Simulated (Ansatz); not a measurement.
Write a Python script for Ansatz's Python interface that makes a relaxed scan of one distance of BrClGaH, SMILES [Cl][GaH][Br]. Settings (for the species named): B3LYP, def2-SVP basis, multiplicity 1, D3BJ dispersion.

```json
{"atom": "Cl", "x (Å)": "-1.9483", "y (Å)": "0.0021", "z (Å)": "-0.5373"}
{"atom": "Ga", "x (Å)": "0.1300", "y (Å)": "0.1786", "z (Å)": "-0.1223"}
{"atom": "Br", "x (Å)": "1.1830", "y (Å)": "-1.7106", "z (Å)": "0.9794"}
{"atom": "H", "x (Å)": "0.6909", "y (Å)": "1.4695", "z (Å)": "-0.3401"}
```

`relaxed_scan_brclgah.py`:
```python
import ansatz
import numpy as np

GEOMETRY = """
Cl   -1.94830    0.00210   -0.53730
Ga    0.13000    0.17860   -0.12230
Br    1.18300   -1.71060    0.97940
H     0.69090    1.46950   -0.34010
"""

geometry = ansatz.Crystal.molecule()
for line in GEOMETRY.strip().splitlines():
    symbol, *xyz = line.split()
    geometry = geometry.atom(symbol, [float(v) for v in xyz])

model = (
    geometry.calculation()
    .basis(gaussian="def2-SVP")
    .functional("b3lyp", dispersion="d3bj")
)
symbols = [site.symbol for site in geometry.cartesian_sites]
pairs = [(0, 1), (1, 2), (1, 3)]
print("held (A)   E (eV)        ", "  ".join(f"{symbols[i]}{i}-{symbols[j]}{j}" for i, j in pairs))
for length in [1.96, 2.13, 2.3, 2.55, 2.87]:
    summary = model.relax(constraints=[ansatz.DistanceConstraint((0, 1), at=length)], force_tolerance=0.02, max_steps=60).run().report
    xyz = np.array(summary["positions_ang"])
    print(f"{length:6.2f} {summary['free_energy_ev']:14.5f}  ", "  ".join(f"{np.linalg.norm(xyz[i] - xyz[j]):.3f}" for i, j in pairs))
```

```console
$ python relaxed_scan_brclgah.py
held (A)   E (eV)         Cl0-Ga1  Ga1-Br2  Ga1-H3
DeckWarning: relax.constraints: the input's atoms, or those drawn, lie off the distances that are held; a relaxation that starts there is brought onto them ahead of its first SCF, by positions alone, an atom by 8.33e-2 Å at the most. With the symmetry [...]
  1.96  -134949.31855   1.960  2.306  1.554
  2.13  -134949.69391   2.130  2.293  1.552
  2.30  -134949.56002   2.300  2.283  1.551
  2.55  -134948.97421   2.550  2.273  1.551
  2.87  -134948.08096   2.870  2.263  1.552
```
(Warnings from the package without file and line, shortened, repeats left out.)

Reading the output:
- The settings weren't tested for convergence.
- The energies are electronic: no zero-point or thermal terms, and the basis set is short of its limit.
- b3lyp holds the VWN-RPA fit, as in Gaussian; the form of ORCA and Turbomole is b3lyp5.
- Finished in 120 s on 1 thread of Arm Neoverse V1 (shared host), peak memory 0.27 GiB.
